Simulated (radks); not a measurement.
# Nb³⁺ in [Kr] 4d2: an all-electron calculation

The task here is to estimate one member of a computed series from the others.

Method: Dirac Kohn-Sham, AM05, spin-unpolarised, spherical densities, point nucleus; open shells are shared between the two j in proportion to 2j + 1. Code: radks (a radial shooting solver on a logarithmic mesh, Libxc functionals) version 1.

## The atom as given

- element: niobium (Z = 41)
- charge: +3
- electrons: 38
- configuration: [Kr] 4d2

Outer shells as boxes (Hund's rule):

Nb³⁺
```
[Kr] core
4d [↑ ][↑ ][  ][  ][  ]
```

Set-up of the first run:

Input:

```text
Z 41
configuration [Kr] 4d2
relativity Dirac
functional am05,am05
spin unpolarised
j_filling average
nucleus point
c 137.035999084
```

On the command line:

```
$ python run_ks.py task.json out
```

This one command runs every case of the session in turn.

Among the steps run: Self-consistent calculation.

One of the session's tables, all rows but one given; the rest of the session is left out.

It belongs to the step «Orbitals and density». From the orbitals of this run (lengths in bohr):

| level | <r> | outermost maximum (interpolated) | 90 % within | nodes |
| --- | --- | --- | --- | --- |
| 1s1/2 | 0.03612 | 0.0235 | 0.0647 | 0 |
| 2s1/2 | 0.1579 | 0.133 | 0.244 | 1 |
| 2p1/2 | 0.1347 | 0.104 | 0.220 | 0 |
| 2p3/2 | 0.1392 | 0.108 | 0.226 | 0 |
| 3s1/2 | 0.4436 | 0.396 | 0.656 | 2 |
| 3p1/2 | 0.4389 | 0.383 | 0.665 | 1 |
| 3p3/2 | 0.4495 | 0.393 | 0.680 | 1 |
| 3d3/2 | 0.4309 | 0.332 | 0.691 | 0 |
| 3d5/2 | ? | ? | ? | ? |
| 4s1/2 | 1.147 | 1.03 | 1.67 | 3 |
| 4p1/2 | 1.253 | 1.10 | 1.85 | 2 |
| 4p3/2 | 1.281 | 1.12 | 1.89 | 2 |
| 4d3/2 | 1.700 | 1.39 | 2.62 | 1 |
| 4d5/2 | 1.711 | 1.40 | 2.64 | 1 |

**Question.** Estimate the row for 3d5/2.

The run gave: <r>: 0.4344; outermost maximum (interpolated): 0.335; 90 % within: 0.697; nodes: 0. In the column «<r>» it lies between 3d3/2 (0.4309) and 3p1/2 (0.4389).

Caveats from the session: Spin polarisation and multiplet splitting are left out.
